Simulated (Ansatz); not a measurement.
This script drives Ansatz 0.2.0, Python API.

`freq_c2h3nosi.py`
```python
import itertools
import warnings

import ansatz
from ase.data import atomic_numbers, covalent_radii
import numpy as np

BASIS = "cc-pVDZ"
XC = "r2scan"
DISPERSION = "d3bj"

warnings.simplefilter("ignore", ansatz.DeckWarning)

system = (
    ansatz.Crystal.molecule()
    .atom("N", (2.4059, 0.8699, -1.3733))
    .atom("C", (1.5351, 0.6664, -0.632))
    .atom("Si", (0.1083, 0.3136, 0.54))
    .atom("C", (-1.1248, -0.8295, -0.285))
    .atom("O", (-2.1265, -1.1731, 0.3275))
    .atom("H", (0.6374, -0.2912, 1.7982))
    .atom("H", (-0.5385, 1.5996, 0.9359))
    .atom("H", (-0.8969, -1.1558, -1.3113))
)

setup = system.calculation()
setup = setup.basis(gaussian=BASIS).functional(XC, dispersion=DISPERSION)
symbols = [site.symbol for site in system.cartesian_sites]
start = np.array([site.position_ang for site in system.cartesian_sites], dtype=float)
summary = setup.relax(force_tolerance=0.003).run(threads=1, backend="cpu").report
end = np.array(summary["positions_ang"])

radius = [covalent_radii[atomic_numbers[s]] for s in symbols]
span = lambda where, i, j: np.linalg.norm(where[i] - where[j])
bonded = [(i, j) for i, j in itertools.combinations(range(len(symbols)), 2) if min(span(start, i, j), span(end, i, j)) < 1.2 * (radius[i] + radius[j])]
print("pair        before    after (A)")
for i, j in bonded:
    print(f"{symbols[i]}{i}-{symbols[j]}{j}".ljust(10), f"{span(start, i, j):8.4f} {span(end, i, j):8.4f}")

minimum = ansatz.Crystal.molecule()
for symbol, place in zip(symbols, end):
    minimum = minimum.atom(symbol, place.tolist())
vibrating = (
    minimum.calculation()
    .basis(gaussian=BASIS)
    .functional(XC, dispersion=DISPERSION)
    .phonons(temperatures=(100, 500, 100))
)
vib = vibrating.run(threads=1, backend="cpu").report["vibrations"]
sums = vib["harmonic_sums"]
modes = [m["omega_inv_cm"] for m in sums["modes_at_gamma"] if m["rigid_motion"] == "no"]
for number, w in enumerate(modes, start=1):
    print(f"mode {number:2d} {w:9.1f} 1/cm {w / 8065.544 * 1000:8.2f} meV")
print("imaginary modes:", sum(w < 0 for w in modes), " zero-point energy:", round(sums["zero_point_energy_ev"], 4), "eV")
print("T (K)   F_vib (eV)   S_vib (meV/K)   C_vib (meV/K)")
for row in zip(sums["temperatures_k"], sums["vibrational_free_energy_ev"], vib["entropy_ev_per_k"], vib["heat_capacity_ev_per_k"]):
    print(f"{row[0]:6.1f} {row[1]:11.4f} {1000 * row[2]:13.4f} {1000 * row[3]:15.4f}")

heavier = vibrating.phonons(masses={"H": 2.014102}).run(threads=1, backend="cpu").report["vibrations"]["harmonic_sums"]
print("deuterated (1/cm):", " ".join(f"{m['omega_inv_cm']:.0f}" for m in heavier["modes_at_gamma"] if m["rigid_motion"] == "no"))
print("zero-point energy falls by", round(sums["zero_point_energy_ev"] - heavier["zero_point_energy_ev"], 4), "eV")
```

It is started by `python freq_c2h3nosi.py`. Estimate its wall time and peak memory on 1 thread of Arm Neoverse V1 (shared host).

It took about 5.3 min, with a peak of 0.24 GiB, for 3 runs of the engine.

```console
$ python freq_c2h3nosi.py
pair        before    after (A)
N0-C1        1.1616   1.1691
C1-Si2       1.8798   1.8613
Si2-C3       1.8729   1.9457
Si2-H5       1.4929   1.4899
Si2-H6       1.4929   1.4898
C3-O4        1.2234   1.2124
C3-H7        1.1008   1.1257
mode  1      54.0 1/cm     6.69 meV
mode  2      90.4 1/cm    11.20 meV
mode  3     238.6 1/cm    29.58 meV
mode  4     256.4 1/cm    31.79 meV
mode  5     353.5 1/cm    43.83 meV
mode  6     439.7 1/cm    54.52 meV
mode  7     596.3 1/cm    73.93 meV
mode  8     689.3 1/cm    85.46 meV
mode  9     699.9 1/cm    86.77 meV
mode 10     803.2 1/cm    99.58 meV
mode 11     887.2 1/cm   110.00 meV
mode 12     903.7 1/cm   112.05 meV
mode 13    1352.3 1/cm   167.66 meV
mode 14    1752.2 1/cm   217.24 meV
mode 15    2236.6 1/cm   277.31 meV
mode 16    2251.8 1/cm   279.18 meV
mode 17    2276.1 1/cm   282.20 meV
mode 18    2826.9 1/cm   350.49 meV
imaginary modes: 0  zero-point energy: 1.1597 eV
T (K)   F_vib (eV)   S_vib (meV/K)   C_vib (meV/K)
 100.0      1.1511        0.2071          0.2451
 200.0      1.1184        0.4460          0.4656
 300.0      1.0624        0.6715          0.6519
 400.0      0.9847        0.8793          0.7930
 500.0      0.8871        1.0685          0.9028
deuterated (1/cm): 48 88 214 245 344 352 535 553 619 649 669 745 1044 1599 1629 1736 2090 2276
zero-point energy falls by 0.2029 eV
```

Reading the output:
- The frequencies are harmonic and unscaled, in a modest basis.
- A dispersion term here runs with damping parameters fitted for another variant or functional.
- The script silences the warnings on its input, which a real study should read.
